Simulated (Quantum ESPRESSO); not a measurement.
# NbCu (Fm-3m) in Quantum ESPRESSO: a series of runs, part 2 of 2

Quantum ESPRESSO 7.5.

### 3 Phonons, LDA

File pw.in:

```
&CONTROL
  calculation = 'scf'
  prefix = 'pwscf'
  outdir = './tmp'
  pseudo_dir = './pseudo'
  tprnfor = .true.
  tstress = .true.
  disk_io = 'low'
/
&SYSTEM
  ibrav = 0
  nat = 2
  ntyp = 2
  ecutwfc = 56
  ecutrho = 448
  nbnd = 24
  occupations = 'smearing'
  smearing = 'mv'
  degauss = 0.01469973
/
&ELECTRONS
  conv_thr = 4d-10
  electron_maxstep = 120
  mixing_beta = 0.5
/
ATOMIC_SPECIES
Nb    92.9064 nb_lda_v1.uspp.F.UPF
Cu    63.5460 cu_lda_v1.2.uspp.F.UPF
CELL_PARAMETERS angstrom
   0.0000000000    2.5622100000    2.5622100000
   2.5622100000    0.0000000000    2.5622100000
   2.5622100000    2.5622100000    0.0000000000
ATOMIC_POSITIONS crystal
Nb     0.0000000000    0.0000000000    0.0000000000
Cu     0.5000000000    0.5000000000    0.5000000000
K_POINTS automatic
6 6 6 0 0 0
```

File relax.in:

```
&CONTROL
  calculation = 'vc-relax'
  prefix = 'pwscf'
  outdir = './tmp'
  pseudo_dir = './pseudo'
  tprnfor = .true.
  tstress = .true.
  disk_io = 'low'
  nstep = 40
  forc_conv_thr = 0.0001
  etot_conv_thr = 1d-06
/
&SYSTEM
  ibrav = 0
  nat = 2
  ntyp = 2
  ecutwfc = 56
  ecutrho = 448
  nbnd = 24
  occupations = 'smearing'
  smearing = 'mv'
  degauss = 0.01469973
/
&ELECTRONS
  conv_thr = 4d-10
  electron_maxstep = 120
  mixing_beta = 0.5
/
&IONS
  ion_dynamics = 'bfgs'
/
&CELL
  cell_dynamics = 'bfgs'
  press = 0
  press_conv_thr = 0.2
/
ATOMIC_SPECIES
Nb    92.9064 nb_lda_v1.uspp.F.UPF
Cu    63.5460 cu_lda_v1.2.uspp.F.UPF
CELL_PARAMETERS angstrom
   0.0000000000    2.5622100000    2.5622100000
   2.5622100000    0.0000000000    2.5622100000
   2.5622100000    2.5622100000    0.0000000000
ATOMIC_POSITIONS crystal
Nb     0.0000000000    0.0000000000    0.0000000000
Cu     0.5000000000    0.5000000000    0.5000000000
K_POINTS automatic
6 6 6 0 0 0
```

File scf2.in:

```
&CONTROL
  calculation = 'scf'
  prefix = 'pwscf'
  outdir = './tmp'
  pseudo_dir = './pseudo'
  tprnfor = .true.
  tstress = .true.
  disk_io = 'low'
/
&SYSTEM
  ibrav = 0
  nat = 2
  ntyp = 2
  ecutwfc = 56
  ecutrho = 448
  nbnd = 24
  occupations = 'smearing'
  smearing = 'mv'
  degauss = 0.01469973
/
&ELECTRONS
  conv_thr = 1d-13
  electron_maxstep = 120
  mixing_beta = 0.5
  startingpot = 'file'
  startingwfc = 'file'
/
ATOMIC_SPECIES
Nb    92.9064 nb_lda_v1.uspp.F.UPF
Cu    63.5460 cu_lda_v1.2.uspp.F.UPF
CELL_PARAMETERS angstrom
   0.0000000000    2.5057764093    2.5057764093
   2.5057764093    0.0000000000    2.5057764093
   2.5057764093    2.5057764093    0.0000000000
ATOMIC_POSITIONS crystal
Nb     0.0000000000    0.0000000000    0.0000000000
Cu     0.5000000000    0.5000000000    0.5000000000
K_POINTS automatic
6 6 6 0 0 0
```

File ph.in:

```
phonons of NbCu
&INPUTPH
  prefix = 'pwscf'
  outdir = './tmp'
  tr2_ph = 1d-18
  fildyn = 'dyn'
  niter_ph = 90
  alpha_mix(1) = 0.4
/
0.0000000000 0.0000000000 0.0000000000
```

File dynmat.in:

```
&INPUT
  fildyn = 'dyn'
  asr = 'crystal'
  filout = 'dynmat.disp'
  fileig = 'dynmat.eig'
/
```

Potentials or basis: GBRV 1.5 LDA.

Run with:

```sh
$ OMP_NUM_THREADS=1 pw.x -in pw.in > pw.out
$ OMP_NUM_THREADS=1 pw.x -in relax.in > relax.out
$ OMP_NUM_THREADS=1 pw.x -in scf2.in > scf2.out
$ OMP_NUM_THREADS=1 ph.x -in ph.in > ph.out
$ OMP_NUM_THREADS=1 dynmat.x -in dynmat.in > dynmat.out
```

pw.out:

```text
This program is part of the open-source Quantum ESPRESSO suite
     for quantum simulation of materials; please cite
[... 9 lines left out ...]
     --------------------
     sticks:   dense  smooth     PW     G-vecs:    dense   smooth      PW
     Sum        1453     733    223                36325    12939    2133

     Using Slab Decomposition

     bravais-lattice index     =            0
     lattice parameter (alat)  =       6.8474  a.u.
     unit-cell volume          =     227.0235 (a.u.)^3
     number of atoms/cell      =            2
     number of atomic types    =            2
     number of electrons       =        32.00
     number of Kohn-Sham states=           24
     kinetic-energy cutoff     =      56.0000  Ry
     charge density cutoff     =     448.0000  Ry
     scf convergence threshold =      4.0E-10
     mixing beta               =       0.5000
     number of iterations used =            8  plain     mixing
     Exchange-correlation= SLA  PZ   NOGX NOGC
                           (   1   1   0   0   0   0   0)

     celldm(1)=   6.847446  celldm(2)=   0.000000  celldm(3)=   0.000000
     celldm(4)=   0.000000  celldm(5)=   0.000000  celldm(6)=   0.000000

     crystal axes: (cart. coord. in units of alat)
               a(1) = (   0.000000   0.707107   0.707107 )
               a(2) = (   0.707107   0.000000   0.707107 )
               a(3) = (   0.707107   0.707107   0.000000 )

     reciprocal axes: (cart. coord. in units 2 pi/alat)
               b(1) = ( -0.707107  0.707107  0.707107 )
               b(2) = (  0.707107 -0.707107  0.707107 )
               b(3) = (  0.707107  0.707107 -0.707107 )

     PseudoPot. # 1 for Nb read from file:
     nb_lda_v1.uspp.F.UPF
     Pseudo is Ultrasoft + core correction, Zval = 13.0
     Generated by new atomic code, or converted to UPF format
     Using radial grid of  887 points,  6 beta functions with:
                l(1) =   0
                l(2) =   0
                l(3) =   1
                l(4) =   1
                l(5) =   2
                l(6) =   2
     Q(r) pseudized with  6 coefficients,  rinner =    1.000   1.000   1.000
                                                       1.000   1.000

     PseudoPot. # 2 for Cu read from file:
     cu_lda_v1.2.uspp.F.UPF
     Pseudo is Ultrasoft + core correction, Zval = 19.0
     Generated by new atomic code, or converted to UPF format
     Using radial grid of  867 points,  6 beta functions with:
                l(1) =   0
                l(2) =   0
                l(3) =   1
                l(4) =   1
                l(5) =   2
                l(6) =   2
     Q(r) pseudized with  8 coefficients,  rinner =    1.150   1.150   1.150
                                                       1.150   1.150

     atomic species   valence    mass     pseudopotential
     Nb               13.00    92.90640     Nb( 1.00)
     Cu               19.00    63.54600     Cu( 1.00)

     48 Sym. Ops., with inversion, found

   Cartesian axes

     site n.     atom                  positions (alat units)
         1        Nb     tau(   1) = (   0.0000000   0.0000000   0.0000000  )
         2        Cu     tau(   2) = (   0.7071068   0.7071068   0.7071068  )

     number of k points=    16  Marzari-Vanderbilt smearing, width (Ry)=  0.0147
                       cart. coord. in units 2pi/alat
        k(    1) = (   0.0000000   0.0000000   0.0000000), wk =   0.0092593
        k(    2) = (   0.1178511   0.1178511  -0.1178511), wk =   0.0740741
        k(    3) = (   0.2357023   0.2357023  -0.2357023), wk =   0.0740741
        k(    4) = (  -0.3535534  -0.3535534   0.3535534), wk =   0.0370370
        k(    5) = (   0.2357023   0.0000000  -0.0000000), wk =   0.0555556
        k(    6) = (   0.3535534   0.1178511  -0.1178511), wk =   0.2222222
[... 8 lines left out ...]
        k(   15) = (  -0.1178511  -0.3535534   0.5892557), wk =   0.2222222
        k(   16) = (  -0.7071068   0.2357023   0.0000000), wk =   0.1111111

     Dense  grid:    36325 G-vectors     FFT dimensions: (  48,  48,  48)

     Smooth grid:    12939 G-vectors     FFT dimensions: (  36,  36,  36)

     Check: negative core charge=   -0.000001

     Initial potential from superposition of free atoms

     starting charge      30.9978, renormalised to      32.0000
     Starting wfcs are   26 randomized atomic wfcs

     Self-consistent Calculation

     iteration #  1     ecut=    56.00 Ry     beta= 0.50
     Davidson diagonalization with overlap
     ethr =  1.00E-02,  avg # of iterations =  4.6

     total energy              =    -521.24578284 Ry
     estimated scf accuracy    <       1.04249615 Ry

     iteration #  2     ecut=    56.00 Ry     beta= 0.50
     Davidson diagonalization with overlap
     ethr =  3.26E-03,  avg # of iterations =  2.1
[... 71 lines left out ...]
     total energy              =    -521.52863450 Ry
     estimated scf accuracy    <          1.0E-09 Ry

     iteration # 13     ecut=    56.00 Ry     beta= 0.50
     Davidson diagonalization with overlap
     ethr =  3.27E-12,  avg # of iterations =  1.6

     End of self-consistent calculation

          k = 0.0000 0.0000 0.0000 (  1639 PWs)   bands (ev):

   -97.6828 -55.5016 -55.5016 -55.5016 -40.2664 -16.2635 -16.2635 -16.2635
     7.6010  10.3723  10.3723  10.6879  10.6879  10.6879  15.7151  15.7151
    15.7151  17.1351  17.1351  23.4069  23.4069  23.4069  24.2722  31.5451

          k = 0.1179 0.1179-0.1179 (  1591 PWs)   bands (ev):

   -97.6828 -55.5020 -55.5017 -55.5017 -40.2620 -16.3118 -16.2720 -16.2720
     8.1868  10.5476  10.5476  10.7052  10.8517  10.8517  15.1622  15.5705
    15.5705  16.5154  16.5154  22.0832  24.6603  24.6603  25.0401  29.3691

          k = 0.2357 0.2357-0.2357 (  1609 PWs)   bands (ev):

   -97.6828 -55.5027 -55.5018 -55.5018 -40.2532 -16.4072 -16.2891 -16.2891
     9.7115  10.8067  10.9871  10.9871  11.2157  11.2157  13.9662  14.4755
    14.4755  16.4485  16.4485  19.7659  24.7362  26.6439  26.6439  28.2548

          k =-0.3536-0.3536 0.3536 (  1622 PWs)   bands (ev):

   -97.6828 -55.5030 -55.5018 -55.5018 -40.2488 -16.4542 -16.2976 -16.2976
    10.7692  11.1351  11.2464  11.2464  11.4938  11.4938  13.0139  13.7541
    13.7541  16.6114  16.6114  18.4963  24.1020  26.3739  26.3739  28.6468

          k = 0.2357 0.0000-0.0000 (  1591 PWs)   bands (ev):

   -97.6828 -55.5020 -55.5018 -55.5018 -40.2607 -16.3138 -16.2807 -16.2807
     8.3378  10.4567  10.4997  10.7549  10.9913  10.9913  15.2611  15.4093
    15.5672  15.5672  17.2437  23.2136  23.2136  24.3172  25.4496  28.8742

          k = 0.3536 0.1179-0.1179 (  1611 PWs)   bands (ev):

   -97.6828 -55.5024 -55.5019 -55.5018 -40.2537 -16.3808 -16.2997 -16.2977
     9.4239  10.4741  10.6858  11.1588  11.2954  11.3271  13.7584  14.7903
    15.2283  16.0313  17.0167  20.8846  23.4471  24.9553  26.5583  27.8538

          k =-0.2357-0.4714 0.4714 (  1607 PWs)   bands (ev):

   -97.6828 -55.5028 -55.5020 -55.5019 -40.2480 -16.4334 -16.3218 -16.3060
    10.6857  10.7878  11.1061  11.1764  11.4747  11.8320  12.6397  14.2574
    14.3765  16.7695  16.8729  18.5695  23.8981  24.2882  25.6014  29.9964

          k =-0.1179-0.3536 0.3536 (  1598 PWs)   bands (ev):

   -97.6828 -55.5028 -55.5020 -55.5018 -40.2493 -16.4199 -16.3251 -16.2974
    10.3392  10.8388  11.0282  11.2504  11.3557  11.7577  13.0214  14.1464
    14.2633  16.2913  17.0854  19.5128  23.1275  25.3351  26.0701  28.4665

          k = 0.0000-0.2357 0.2357 (  1604 PWs)   bands (ev):

   -97.6828 -55.5023 -55.5019 -55.5017 -40.2563 -16.3596 -16.3000 -16.2804
     9.0413  10.6805  10.6973  10.9336  10.9964  11.2087  14.5716  14.7741
    15.0308  15.8862  16.9028  21.9764  22.7979  26.1383  26.8831  27.0923

          k = 0.4714 0.0000-0.0000 (  1624 PWs)   bands (ev):

   -97.6828 -55.5025 -55.5020 -55.5020 -40.2502 -16.3983 -16.3146 -16.3146
     9.7367  10.1226  10.6256  11.4341  11.4698  11.4698  13.4800  14.9999
    15.9722  15.9722  17.4984  21.2090  21.2090  23.4044  26.0515  27.5685

          k =-0.1179-0.5893 0.5893 (  1619 PWs)   bands (ev):

   -97.6828 -55.5026 -55.5022 -55.5020 -40.2463 -16.4172 -16.3442 -16.3229
    10.1867  10.5179  10.8275  11.1368  11.4957  11.5519  13.6950  14.6463
    15.9036  17.1062  17.1738  18.8505  21.3125  21.9581  26.9299  28.7712

          k =-0.0000-0.4714 0.4714 (  1612 PWs)   bands (ev):

   -97.6828 -55.5025 -55.5024 -55.5019 -40.2458 -16.3930 -16.3847 -16.3144
    10.5382  10.8593  11.1190  11.1820  11.4600  11.6646  13.3756  14.0206
    14.8053  16.5650  17.3761  19.4148  20.9379  23.4381  26.3723  30.0159

          k =-0.7071 0.0000 0.0000 (  1604 PWs)   bands (ev):

   -97.6828 -55.5027 -55.5021 -55.5021 -40.2454 -16.4327 -16.3313 -16.3313
     9.9365  10.3036  10.7102  11.0434  11.5997  11.5997  14.3304  14.8580
    17.1175  17.1175  17.6493  19.2104  19.2104  20.9978  26.6587  28.4596

          k =-0.2357-0.4714 0.7071 (  1610 PWs)   bands (ev):

   -97.6828 -55.5026 -55.5021 -55.5019 -40.2484 -16.4048 -16.3382 -16.3112
    10.2565  10.4875  10.9381  11.2435  11.4450  11.7028  13.1048  14.4495
    15.0663  16.2514  17.2738  20.8256  20.8492  23.7414  27.8895  28.0547

          k =-0.1179-0.3536 0.5893 (  1610 PWs)   bands (ev):

   -97.6828 -55.5026 -55.5022 -55.5020 -40.2458 -16.4084 -16.3614 -16.3223
    10.7481  10.7991  10.9496  11.0024  11.5398  11.8530  13.1794  14.2383
    14.6077  16.6792  17.9915  18.4536  21.6968  22.6039  27.3206  29.3824

          k =-0.7071 0.2357 0.0000 (  1614 PWs)   bands (ev):

   -97.6828 -55.5025 -55.5023 -55.5022 -40.2450 -16.4077 -16.3570 -16.3388
    10.3477  10.6767  10.9292  11.2129  11.2862  11.6014  14.1040  14.4660
    15.1253  17.1132  18.0553  19.0837  19.8793  21.5516  28.5933  28.8021

     the Fermi energy is    14.6796 ev

!    total energy              =    -521.52863450 Ry
     estimated scf accuracy    <          2.0E-10 Ry
     smearing contrib. (-TS)   =       0.00059837 Ry
     internal energy E=F+TS    =    -521.52923287 Ry

     The total energy is F=E-TS. E is the sum of the following terms:
     one-electron contribution =    -347.47172139 Ry
     hartree contribution      =     188.80831081 Ry
     xc contribution           =     -56.34150703 Ry
     ewald contribution        =    -306.52431526 Ry

     convergence has been achieved in  13 iterations

     Forces acting on atoms (cartesian axes, Ry/au):

     atom    1 type  1   force =    -0.00000000    0.00000000    0.00000000
     atom    2 type  2   force =     0.00000000    0.00000000   -0.00000000

     Total force =     0.000000     Total SCF correction =     0.000000

     Computing stress (Cartesian axis) and pressure

          total   stress  (Ry/bohr**3)                   (kbar)     P=     -100.89
  -0.00068582   0.00000000   0.00000000         -100.89        0.00        0.00
   0.00000000  -0.00068582   0.00000000            0.00     -100.89        0.00
   0.00000000   0.00000000  -0.00068582            0.00        0.00     -100.89

=------------------------------------------------------------------------------=
   JOB DONE.
=------------------------------------------------------------------------------=
```

It took 2.6 min on 1 thread of AMD EPYC 9R45 (Zen 5), shared host; peak memory 0.18 GiB.

Results:

```yaml
Free_energy: -7095.8290 eV
Relaxed_volume: 15.73 Å³/atom
Relaxed_cell: a = 3.544 Å, b = 3.544 Å, c = 3.544 Å, α = 60.00°, β = 60.00°, γ = 60.00°
Space_group_after_relaxing_to_0.05_Å: Fm-3m (No. 225)
Pressure_after_relaxing: -0.1 GPa
Band_gap_on_the_k_mesh: none (metal or under the smearing width)
Highest_phonon_frequency_at_Γ: 211 cm⁻¹
```

The path:
```csv
step,energy change (eV),largest force (eV/Å),pressure (GPa),volume (Å³)
1,0.0000,0.0000,-10.09,33.64
2,-0.0685,0.0000,-2.48,31.94
3,-0.0721,0.0000,0.24,31.42
4,-0.0722,0.0000,-0.01,31.47
5,-0.0722,0.0000,-0.01,31.47
```

Final structure:
```cif
data_structure
_symmetry_space_group_name_H-M 'P 1'
_symmetry_Int_Tables_number 1
_cell_length_a 3.5437
_cell_length_b 3.5437
_cell_length_c 3.5437
_cell_angle_alpha 60.000
_cell_angle_beta 60.000
_cell_angle_gamma 60.000
_cell_volume 31.47
loop_
_atom_site_label
_atom_site_type_symbol
_atom_site_fract_x
_atom_site_fract_y
_atom_site_fract_z
_atom_site_occupancy
Nb1 Nb 0.00000 0.00000 0.00000 1
Cu1 Cu 0.50000 0.50000 0.50000 1
```

Phonon frequencies in cm⁻¹ (negative: imaginary):
```tsv
q point	frequencies
(0.000, 0.000, 0.000)	-7 -7 -7 211 211 211
```

Optical modes at Γ, degenerate ones joined:
```
cm⁻¹  components  symmetry  active in
 211           3       T1u         IR
```

Caveat: the k mesh is coarse; the mesh is thin for the phonons of a metal.
